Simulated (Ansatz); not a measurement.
# ClH5O2Si2: one species, many methods

One table from this session's results is given with a row withheld; the runs are named, their logs left out.

Method: functionals in def2-TZVPP, the program's frozen cores in correlated methods; program: Ansatz 0.2.0, Gaussian basis.

The runs, in order: PBE-D4, r2SCAN-D4, PBE0-D4, B3LYP-D4, ωB97X-V, ωB97M-V, B2PLYP; CCSD(T)/def2-TZVPP; MP2/def2-QZVPP; extrapolation to the limit.

### The relaxed structure

The geometry comes from an earlier relaxation with PBE0-D4 in a triple-zeta def2 set; it is a stationary point, not always the lowest conformer.

SMILES `O[SiH2][SiH](O)Cl`, 10 atoms, charge 0, spin multiplicity 1.

Atoms are counted from 1 here; the program's logs count them from 0.

Bond lengths: O1–Si2 1.650 Å, O1–H6 0.960 Å, Si2–Si3 2.348 Å, Si2–H7 1.491 Å, Si2–H8 1.483 Å, Si3–O4 1.649 Å, Si3–Cl5 2.066 Å, Si3–H9 1.486 Å, O4–H10 0.959 Å. Angles: Si2–O1–H6 115.5°, O1–Si2–Si3 106.6°, O1–Si2–H7 111.9°, O1–Si2–H8 108.2°, Si3–Si2–H7 109.2°, Si3–Si2–H8 112.4°, H7–Si2–H8 108.5°, Si2–Si3–O4 101.2°, Si2–Si3–Cl5 111.9°, Si2–Si3–H9 117.8°, O4–Si3–Cl5 110.1°, O4–Si3–H9 111.1°, Cl5–Si3–H9 104.7°, Si3–O4–H10 118.9°.

Set-up of the first run:

Input file in.yaml:

```yaml
crystal:
  periodic: [false, false, false]
  atoms:
    - {symbol: O, position_ang: [-0.929999, 0.870571, 1.737407]}
    - {symbol: Si, position_ang: [-0.447356, 1.332241, 0.228873]}
    - {symbol: Si, position_ang: [0.341065, -0.602399, -0.843764]}
    - {symbol: O, position_ang: [0.842375, -1.502224, 0.443518]}
    - {symbol: Cl, position_ang: [-1.163358, -1.590796, -1.857020]}
    - {symbol: H, position_ang: [-0.481115, 0.102539, 2.098664]}
    - {symbol: H, position_ang: [0.645972, 2.344953, 0.279813]}
    - {symbol: H, position_ang: [-1.611182, 1.930954, -0.468054]}
    - {symbol: H, position_ang: [1.430219, -0.446273, -1.842924]}
    - {symbol: H, position_ang: [1.198581, -2.379165, 0.286487]}
basis:
  gaussian: {orbitals: def2-TZVPP}
hamiltonian: {xc: pbe, dispersion: d4}
output: {forces: true, orbitals: {seedname: orbitals}}
```

Launch:

```bash
$ ansatz run in.yaml --threads 4 --pin off --events-out ev --progress --plain --max-ram 10444MiB
```

Among the steps run: PBE-D4 (GGA); r2SCAN-D4 (meta-GGA); PBE0-D4 (hybrid); B3LYP-D4 (hybrid); ωB97X-V (range-separated); ωB97M-V (range-separated); B2PLYP (double hybrid); CCSD(T) in def2-TZVPP; MP2 in def2-QZVPP.

One of the session's tables, all rows but one given; the rest of the session is left out.

It belongs to the step «Atomisation energies». 

| method | atomisation energy (eV) |
| --- | --- |
| PBE-D4 | 35.957 |
| r2SCAN-D4 | 35.875 |
| PBE0-D4 | 35.361 |
| B3LYP-D4 | 35.570 |
| ωB97X-V | 36.028 |
| ωB97M-V | 35.918 |
| B2PLYP | 35.258 |
| HF/def2-TZVPP | ? |
| MP2/def2-TZVPP | 35.560 |
| CCSD/def2-TZVPP | 34.309 |
| CCSD(T)/def2-TZVPP | 34.829 |
| MP2/CBS | 36.762 |
| CCSD(T)/CBS | 36.031 |

Q: Estimate the row for HF/def2-TZVPP from the others.

As computed: atomisation energy (eV): 25.861. In the column «atomisation energy (eV)» it is the lowest.
